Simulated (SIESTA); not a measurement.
A run of SIESTA 5.4.2 is set up as follows.

Contents of BaSrZr2O6.fdf:

```
SystemName                      BaSrZr2O6
SystemLabel                     BaSrZr2O6
NumberOfSpecies                 4
NumberOfAtoms                   10
%block ChemicalSpeciesLabel
  1  56 Ba
  2  40 Zr
  3  38 Sr
  4   8 O
%endblock ChemicalSpeciesLabel

LatticeConstant                 1.0 Ang
%block LatticeVectors
     4.2264098300     0.0000000000     0.0000000000
     0.0000000000     4.2264098300     0.0000000000
     0.0000000000     0.0000000000     8.4519517900
%endblock LatticeVectors
AtomicCoordinatesFormat         Fractional
%block AtomicCoordinatesAndAtomicSpecies
     0.5000000000     0.5000000000     0.0000000000  1  Ba
     0.0000000000     0.0000000000     0.2531049200  2  Zr
     0.0000000000     0.0000000000     0.7468950800  2  Zr
     0.5000000000     0.5000000000     0.5000000000  3  Sr
     0.0000000000     0.5000000000     0.2556303900  4  O
     0.0000000000     0.5000000000     0.7443696100  4  O
     0.0000000000     0.0000000000     0.0000000000  4  O
     0.0000000000     0.0000000000     0.5000000000  4  O
     0.5000000000     0.0000000000     0.2556303900  4  O
     0.5000000000     0.0000000000     0.7443696100  4  O
%endblock AtomicCoordinatesAndAtomicSpecies

%block kgrid.MonkhorstPack
    6   0   0  0.0
    0   6   0  0.0
    0   0   3  0.0
%endblock kgrid.MonkhorstPack
XC.Functional                   GGA
XC.Authors                      PBE
PAO.BasisSize                   DZP
PAO.EnergyShift                 0.003 Ry
Mesh.Cutoff                     800 Ry
OccupationFunction              FD
ElectronicTemperature           0.05 eV
MaxSCFIterations                120
SCF.MustConverge                false
SCF.Mixer.Method                Pulay
SCF.Mixer.Weight                0.25
SCF.Mixer.History               8
SCF.DM.Tolerance                5.0e-05
SCF.H.Tolerance                 1.0e-03 eV
WriteForces                     true
Charge.Mulliken                 end
BandLinesScale                  ReciprocalLatticeVectors
%block BandLines
    1    0.000000   0.000000   0.000000  \Gamma
   10    0.000000   0.500000   0.000000  X
   10    0.500000   0.500000   0.000000  M
   14    0.000000   0.000000   0.000000  \Gamma
    5    0.000000   0.000000   0.500000  Z
   10    0.000000   0.500000   0.500000  R
   10    0.500000   0.500000   0.500000  A
   14    0.000000   0.000000   0.500000  Z
    1    0.000000   0.500000   0.000000  X
    5    0.000000   0.500000   0.500000  R
    1    0.500000   0.500000   0.000000  M
    5    0.500000   0.500000   0.500000  A
%endblock BandLines
%block PAO.Basis
  Ba 5
  n=5 0 2
    4.395 0.000
  n=6 0 2
    9.500 0.000
  n=5 1 2
    5.243 0.000
  n=6 1 1
    9.500
  n=5 2 1
    7.000
  Zr 5
  n=4 0 2
    3.497 0.000
  n=5 0 2
    9.041 0.000
  n=4 1 2
    4.057 0.000
  n=5 1 1
    9.041
  n=4 2 2
    7.356 0.000
  Sr 5
  n=4 0 2
    3.897 0.000
  n=5 0 2
    9.500 0.000
  n=4 1 2
    4.631 0.000
  n=5 1 1
    9.500
  n=4 2 1
    7.000
%endblock PAO.Basis
```

Potentials or basis: PseudoDojo 0.4 standard (PBE files), DZP (energy shift 0.003 Ry; two zetas on semicore shells; d shell added on Ba, Sr).

The run is started by

```console
$ siesta < BaSrZr2O6.fdf > BaSrZr2O6.out 2>&1
```

Predict the band gap along the path.

3.00 eV, indirect (least direct gap 3.25 eV).

What does it give for the band gap on the k mesh?

3.00 eV, indirect (least direct gap 3.25 eV).

Estimate the largest force.

0.063 eV/Å.

Levels at the corners of the path, in eV from the valence-band top:
| point | band 38 | band 39 | band 40 | band 41 | band 42 | band 43 |
| --- | --- | --- | --- | --- | --- | --- |
| Γ | -0.26 | -0.26 | -0.26 | 3.00 | 3.00 | 3.00 |
| X | -0.46 | -0.46 | -0.07 | 3.37 | 5.36 | 5.37 |
| M | 0.00 | 0.00 | 0.00 | 5.34 | 5.34 | 5.93 |
| Γ | -0.26 | -0.26 | -0.26 | 3.00 | 3.00 | 3.00 |
| Z | -0.39 | -0.39 | -0.39 | 3.17 | 3.18 | 4.15 |
| R | -0.72 | -0.55 | -0.40 | 4.37 | 4.44 | 5.34 |
| A | -0.47 | -0.04 | -0.03 | 5.62 | 5.62 | 5.80 |
| Z | -0.39 | -0.39 | -0.39 | 3.17 | 3.18 | 4.15 |
| X | -0.46 | -0.46 | -0.07 | 3.37 | 5.36 | 5.37 |
| R | -0.72 | -0.55 | -0.40 | 4.37 | 4.44 | 5.34 |
| M | 0.00 | 0.00 | 0.00 | 5.34 | 5.34 | 5.93 |
| A | -0.47 | -0.04 | -0.03 | 5.62 | 5.62 | 5.80 |

Caveat: spin-orbit coupling is left out, which moves the levels of the heavy elements; the basis of atomic orbitals isn't converged, which shifts pressures, moduli and gaps. A hybrid or GW would open this gap; PBE tends to underestimate it.
